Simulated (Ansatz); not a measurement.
**H₇N₂OSiY: a ladder of functionals and wavefunction methods**

One table from this session's results is given with a row withheld; the runs are named, their logs left out.

The runs use Ansatz 0.2.0, Gaussian basis; functionals in def2-TZVPP, the program's frozen cores in correlated methods.

Plan: LDA (SPW92), PBE-D4, revPBE-D4, BLYP-D4, r2SCAN-D4, B97M-V, PBE0-D4, B3LYP-D4, r2SCANh-D4, r2SCAN0-D4, HSE06-D4, BHLYP-D4, CAM-B3LYP-D4, LC-ωPBE, ωB97X-V, ωB97M-V, B2PLYP, PBE-QIDH; CCSD(T)/def2-SVP; CCSD(T)/def2-TZVPP; MP2/def2-QZVPP; extrapolation to the limit; RPA on PBE.

**The geometry**

An earlier PBE0-D4 in a triple-zeta def2 set relaxation fixed the geometry. Y takes the def2 core potential; no spin-orbit term is included.

SMILES `[NH2][Y]([NH2])[O][SiH3]`, 12 atoms, charge 0, spin multiplicity 1.

Atoms are counted from 1 here; the program's logs count them from 0.

Bond lengths: N1–Y2 2.146 Å, N1–H6 1.013 Å, N1–H7 1.014 Å, Y2–N3 2.145 Å, Y2–O4 2.068 Å, N3–H8 1.014 Å, N3–H9 1.013 Å, O4–Si5 1.620 Å, Si5–H10 1.492 Å, Si5–H11 1.492 Å, Si5–H12 1.492 Å. Angles: Y2–N1–H6 127.5°, Y2–N1–H7 126.6°, H6–N1–H7 106.0°, N1–Y2–N3 118.2°, N1–Y2–O4 120.9°, N3–Y2–O4 120.9°, Y2–N3–H8 126.7°, Y2–N3–H9 127.4°, H8–N3–H9 106.0°, Y2–O4–Si5 179.6°, O4–Si5–H10 111.4°, O4–Si5–H11 111.3°, O4–Si5–H12 111.1°, H10–Si5–H11 107.6°, H10–Si5–H12 107.6°, H11–Si5–H12 107.7°.

Coordinates:

```xyz
12
charge 0, multiplicity 1
N     0.51977    1.97859    1.77496
Y    -0.46064    0.56044    0.49789
N    -2.60562    0.55020    0.45478
O     0.63066   -0.75772   -0.66258
Si    1.47731   -1.79145   -1.57873
H     1.51663    2.10646    1.90319
H     0.07148    2.66115    2.37561
H    -3.22441    1.15505    0.98283
H    -3.20683   -0.05404   -0.09296
H     0.60604   -2.87149   -2.12778
H     2.56429   -2.44555   -0.79301
H     2.11129   -1.09166   -2.73419
```

Set-up of the first run:

in.yaml

```yaml
crystal:
  periodic: [false, false, false]
  atoms:
    - {symbol: N, position_ang: [0.519772, 1.978593, 1.774957]}
    - {symbol: Y, position_ang: [-0.460635, 0.560439, 0.497885]}
    - {symbol: N, position_ang: [-2.605620, 0.550198, 0.454782]}
    - {symbol: O, position_ang: [0.630664, -0.757717, -0.662580]}
    - {symbol: Si, position_ang: [1.477309, -1.791454, -1.578733]}
    - {symbol: H, position_ang: [1.516630, 2.106462, 1.903187]}
    - {symbol: H, position_ang: [0.071477, 2.661155, 2.375607]}
    - {symbol: H, position_ang: [-3.224407, 1.155055, 0.982833]}
    - {symbol: H, position_ang: [-3.206831, -0.054042, -0.092963]}
    - {symbol: H, position_ang: [0.606045, -2.871488, -2.127781]}
    - {symbol: H, position_ang: [2.564293, -2.445546, -0.793006]}
    - {symbol: H, position_ang: [2.111293, -1.091655, -2.734188]}
basis:
  gaussian: {orbitals: def2-TZVPP}
hamiltonian: {xc: lda}
output: {orbitals: {seedname: orbitals}}
```

The run is started by

```
ansatz run in.yaml --threads 4 --pin off --events-out ev --progress --plain --max-ram 11315MiB
```

Among the steps run: LDA; PBE-D4 (GGA); revPBE-D4 (GGA); BLYP-D4 (GGA); r2SCAN-D4 (meta-GGA); B97M-V (meta-GGA); B3LYP-D4 (hybrid); r2SCANh-D4 (hybrid); r2SCAN0-D4 (hybrid); HSE06-D4 (hybrid); BHLYP-D4 (hybrid); CAM-B3LYP-D4 (range-separated); LC-ωPBE (range-separated); ωB97X-V (range-separated); ωB97M-V (range-separated); B2PLYP (double hybrid); PBE-QIDH (double hybrid).

One table of the session follows, with a row left open; its other results are not shown here.

It belongs to the step «Orbital energies across the functionals». 

| functional | HOMO (eV) | LUMO (eV) | gap (eV) |
| --- | --- | --- | --- |
| LDA (SPW92) | -5.60 | -2.43 | 3.16 |
| PBE-D4 | -5.41 | -2.24 | 3.17 |
| revPBE-D4 | -5.34 | -2.11 | 3.23 |
| BLYP-D4 | -5.29 | -2.25 | 3.04 |
| r2SCAN-D4 | -5.65 | -1.78 | 3.86 |
| B97M-V | -5.69 | -2.14 | 3.55 |
| PBE0-D4 | -6.71 | -1.49 | 5.22 |
| B3LYP-D4 | -6.48 | -1.82 | 4.67 |
| r2SCANh-D4 | -6.14 | -1.55 | 4.59 |
| r2SCAN0-D4 | -6.89 | -1.22 | 5.67 |
| HSE06-D4 | -6.30 | -1.85 | 4.45 |
| BHLYP-D4 | -7.93 | -0.95 | 6.98 |
| CAM-B3LYP-D4 | -8.13 | -0.79 | 7.34 |
| LC-ωPBE | -9.52 | 0.40 | 9.92 |
| ωB97X-V | ? | ? | ? |
| ωB97M-V | -9.08 | -0.25 | 8.84 |

**Question.** Estimate the row for ωB97X-V.

As computed: HOMO (eV): -9.15; LUMO (eV): 0.18; gap (eV): 9.34. In the column «HOMO (eV)» it lies between LC-ωPBE (-9.52) and ωB97M-V (-9.08).
